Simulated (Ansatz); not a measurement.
# BFH2S2: taking an electron away

One table from this session's results is given with a row withheld; the runs are named, their logs left out.

The runs use Ansatz 0.2.0, Gaussian basis; unrestricted cation, the program's frozen cores in correlated methods.

Levels to be run: UKS PBE-D4/def2-TZVPP; UKS r2SCAN-D4/def2-TZVPP; UKS PBE0-D4/def2-TZVPP; UKS B3LYP-D4/def2-TZVPP; UKS wB97X-V/def2-TZVPP; UKS wB97M-V/def2-TZVPP; UKS B2PLYP/def2-TZVPP; UHF-CCSD(T)/def2-TZVPP; UHF-MP2/def2-QZVPP; extrapolation to the limit; then −ε(HOMO) from the neutral's earlier runs with LDA (SPW92), PBE-D4, revPBE-D4, BLYP-D4, r2SCAN-D4, B97M-V, PBE0-D4, B3LYP-D4, r2SCANh-D4, r2SCAN0-D4, HSE06-D4, BHLYP-D4, CAM-B3LYP-D4, LC-ωPBE, ωB97X-V, ωB97M-V.

### The relaxed structure

All runs share one geometry, relaxed beforehand with PBE0-D4 in a triple-zeta def2 set.

SMILES `FB(S)S`, 6 atoms, charge 0, spin multiplicity 1.

Atoms are counted from 1 here; the program's logs count them from 0.

Bond lengths: F1–B2 1.328 Å, B2–S3 1.805 Å, B2–S4 1.805 Å, S3–H5 1.343 Å, S4–H6 1.343 Å. Angles: F1–B2–S3 120.5°, F1–B2–S4 120.5°, S3–B2–S4 119.0°, B2–S3–H5 94.6°, B2–S4–H6 94.6°.

The first run:

Contents of in.yaml:

```yaml
crystal:
  periodic: [false, false, false]
  atoms:
    - {symbol: F, position_ang: [-0.456936, -0.765930, 1.012903]}
    - {symbol: B, position_ang: [-0.001037, -0.023782, 0.010054]}
    - {symbol: S, position_ang: [1.755211, -0.026789, -0.408141]}
    - {symbol: S, position_ang: [-1.127920, 1.003746, -0.956188]}
    - {symbol: H, position_ang: [2.093911, -0.896803, 0.557787]}
    - {symbol: H, position_ang: [-2.221130, 0.645459, -0.262514]}
basis:
  gaussian: {orbitals: def2-TZVPP}
total_charge: 1
magnetization: {spin_polarized: true, initial_magnetization: 1}
hamiltonian: {xc: pbe, dispersion: d4}
```

Among the steps run: Cation, UKS PBE-D4/def2-TZVPP; Cation, UKS r2SCAN-D4/def2-TZVPP; Cation, UKS PBE0-D4/def2-TZVPP; Cation, UKS B3LYP-D4/def2-TZVPP; Cation, UKS wB97X-V/def2-TZVPP; Cation, UKS wB97M-V/def2-TZVPP; Cation, UKS B2PLYP (frozen core)/def2-TZVPP; Cation, UHF-CCSD(T)/def2-TZVPP; Cation, UHF-MP2/def2-QZVPP.

One of the session's tables, all rows but one given; the rest of the session is left out.

For comparison, −ε(HOMO) of the neutral from earlier runs:

| functional | −ε(HOMO) (eV) |
| --- | --- |
| LDA (SPW92) | 6.62 |
| PBE-D4 | 6.49 |
| revPBE-D4 | 6.44 |
| BLYP-D4 | 6.31 |
| r2SCAN-D4 | 6.78 |
| B97M-V | 6.85 |
| PBE0-D4 | 7.69 |
| B3LYP-D4 | 7.43 |
| r2SCANh-D4 | 7.22 |
| r2SCAN0-D4 | 7.88 |
| HSE06-D4 | 7.29 |
| BHLYP-D4 | ? |
| CAM-B3LYP-D4 | 8.97 |
| LC-ωPBE | 10.38 |
| ωB97X-V | 10.00 |
| ωB97M-V | 9.81 |

**Question.** Estimate the row for BHLYP-D4.

Worked estimate for «−ε(HOMO) (eV)». Against the share of exact exchange, BLYP-D4 (0, 6.31), B3LYP-D4 (0.2, 7.43) give a slope of 5.60 per unit share; at 0.5 the line stands at 9.11.

As computed: −ε(HOMO) (eV): 8.73. In «−ε(HOMO) (eV)» the line misses by +0.38.
